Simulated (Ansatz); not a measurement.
# CH5FOSi (SMILES CO[SiH2]F) at PBE-QIDH/def2-SVP

What is the vertical ionisation energy of CH5FOSi at PBE-QIDH/def2-SVP? 

The results are computed with Ansatz 0.2.0.

128 further runs of the same task are left out: 128 set aside as unsound or not needed. Runs told in other sessions of the task aren't counted.

### Step 1. The system as given

CH5FOSi has 9 atoms, charge 0, and is taken as a singlet. SMILES: `CO[SiH2]F`. The coordinates come from a PBE0-D4/def2-TZVP relaxation. This is one conformer, not always the lowest.

Bond lengths: C1–O2 1.412 Å, O2–Si3 1.623 Å, Si3–F4 1.598 Å, C1–H5 1.094 Å, C1–H6 1.091 Å, C1–H7 1.096 Å, Si3–H8 1.474 Å, Si3–H9 1.483 Å. Some angles: C1–O2–Si3 125.2°, O2–Si3–F4 111.1°, O2–C1–H5 110.6°, O2–C1–H6 108.3°, O2–C1–H7 111.7°, O2–Si3–H8 106.8°, O2–Si3–H9 110.6°, F4–Si3–H8 108.2°, F4–Si3–H9 105.9°, H5–C1–H6 108.8°.

### Step 2. A single-point energy at PBE-QIDH/def2-SVP

run.yaml

```yaml
crystal:
  periodic: [false, false, false]
  atoms:
    - {symbol: C, position_ang: [-0.280200, 1.150700, -0.688400]}
    - {symbol: O, position_ang: [-0.743600, -0.064200, -0.138000]}
    - {symbol: Si, position_ang: [0.168900, -1.127700, 0.679900]}
    - {symbol: F, position_ang: [1.202000, -1.865200, -0.290100]}
    - {symbol: H, position_ang: [0.189600, 0.979000, -1.660800]}
    - {symbol: H, position_ang: [-1.135900, 1.813600, -0.823000]}
    - {symbol: H, position_ang: [0.443400, 1.643500, -0.029000]}
    - {symbol: H, position_ang: [-0.748200, -2.141700, 1.231900]}
    - {symbol: H, position_ang: [0.992400, -0.434200, 1.700300]}
basis:
  gaussian: {orbitals: def2-SVP}
hamiltonian: {xc: {name: PBE-QIDH}}
correlation: {frozen_orbitals: {C: 1, F: 1, H: 0, O: 1, Si: 5}}
accuracy: high
output: {orbitals: {seedname: orbitals}}
```

On the command line:

```sh
$ ansatz run run.yaml --threads 1 --pin off --max-ram 3480MiB --events-out events.jsonl --progress --plain --runs-dir runs
```

Log:

```text
Warning: RAYON_NUM_THREADS=1 ignored (pool sized by the plan → 1); use --threads N
Functional definition: PBE-QIDH
  name "PBE-QIDH"
  parameter a = 3^(-1/3)
  parameter c = 1/3
  exchange = (1 - a)*pbe_x + a*exact_x
  correlation = (1 - c)*pbe_c + c*(mp2_os + mp2_ss)
1923 factors; integrals over basis functions are off by at most 3.8e-9 eV
mean field evaluation 1: about -13732.2573 eV, gradient 3.7e1 eV
mean field evaluation 2: about -13732.3265 eV, gradient 3.7e1 eV
mean field evaluation 4: about -13734.8402 eV, gradient 2.4e0 eV
mean field evaluation 8: about -13734.8577 eV, gradient 4.9e-2 eV
mean field evaluation 16: about -13734.8577 eV, gradient 2.8e-6 eV
mean field -13734.85769918 eV, -504.7467106239 hartree, gradient 3.3e-8 eV, S^2 0.000000; 0 other end points of the search recorded, 0 dependent functions left out
8 core orbitals not correlated: weight in the atoms' cores, before any rotation towards them, 1.000 or more for the frozen orbitals, at most 0.000 for the correlated occupied ones
reference -13734.85770014 eV, -504.7467106593 hartree; 13, 13 occupied and 64, 64 virtual orbitals, 1923 factors
second order -18.62609663 eV of doubles, -0.00000000 eV of singles
Total energy: -13741.06639902 eV, -504.9748761346 hartree
```

It took 10 s on 1 thread of Arm Neoverse V2, shared host; peak memory 0.27 GiB.

### Step 3. The doublet cation at the same level

job.yaml

```yaml
crystal:
  periodic: [false, false, false]
  atoms:
    - symbol: C
      position_ang: [-0.280200, 1.150700, -0.688400]
    - symbol: O
      position_ang: [-0.743600, -0.064200, -0.138000]
    - symbol: Si
      position_ang: [0.168900, -1.127700, 0.679900]
    - symbol: F
      position_ang: [1.202000, -1.865200, -0.290100]
    - symbol: H
      position_ang: [0.189600, 0.979000, -1.660800]
    - symbol: H
      position_ang: [-1.135900, 1.813600, -0.823000]
    - symbol: H
      position_ang: [0.443400, 1.643500, -0.029000]
    - symbol: H
      position_ang: [-0.748200, -2.141700, 1.231900]
    - symbol: H
      position_ang: [0.992400, -0.434200, 1.700300]
basis:
  gaussian: {orbitals: def2-SVP}
total_charge: 1
magnetization: {spin_polarized: true, initial_magnetization: 1}
hamiltonian: {xc: {name: PBE-QIDH}}
correlation: {frozen_orbitals: {C: 1, F: 1, H: 0, O: 1, Si: 5}}
accuracy: high
output: {orbitals: {seedname: orbitals}}
```

On the command line:

```sh
$ ansatz run job.yaml --threads 1 --pin off --max-ram 3480MiB --events-out events.jsonl --progress --plain --runs-dir runs
```

Log (excerpt; [...] marks lines left out):

```text
Warning: RAYON_NUM_THREADS=1 ignored (pool sized by the plan → 1); use --threads N
[... 2 set-up lines as earlier in the session ...]
[...]
1923 factors; integrals over basis functions are off by at most 3.8e-9 eV
[...]
mean field -13723.72814358 eV, -504.3377069996 hartree, gradient 2.0e-8 eV, S^2 0.759069; 4 other end points of the search recorded, 0 dependent functions left out
8 core orbitals not correlated: weight in the atoms' cores, before any rotation towards them, 1.000 or more for the frozen orbitals, at most 0.000 for the correlated occupied ones
reference -13723.72814458 eV, -504.3377070363 hartree; 13, 12 occupied and 64, 65 virtual orbitals, 1923 factors
second order -17.55557224 eV of doubles, -0.00000000 eV of singles
Total energy: -13729.58000199 eV, -504.5527588297 hartree
```

Run time: 29 s. Hardware: 1 thread of Arm Neoverse V2, shared host; peak memory 0.53 GiB.

### Step 4. Summary of results

Level: PBE-QIDH/def2-SVP, 8 core orbitals frozen.

```
                                                                quantity          value
                                           singlet CH5FOSi: total energy  -504.97488 Eh
                      singlet CH5FOSi: HOMO energy (SCF part's orbitals)      -11.30 eV
                      singlet CH5FOSi: LUMO energy (SCF part's orbitals)        3.27 eV
                    singlet CH5FOSi: HOMO–LUMO gap (SCF part's orbitals)       14.57 eV
                                            doublet cation: total energy  -504.55276 Eh
doublet cation: HOMO energy (SCF part's orbitals) (highest over α and β)      -17.52 eV
 doublet cation: LUMO energy (SCF part's orbitals) (lowest over α and β)      -10.84 eV
                                                    doublet cation: ⟨S²⟩          0.759
                      vertical ionisation energy (to the doublet cation)      11.486 eV
```

In words: Removing an electron at fixed nuclei costs 11.49 eV (265 kcal/mol). −ε(HOMO) before ionisation, 11.30 eV, is 0.19 eV below this ionisation energy.
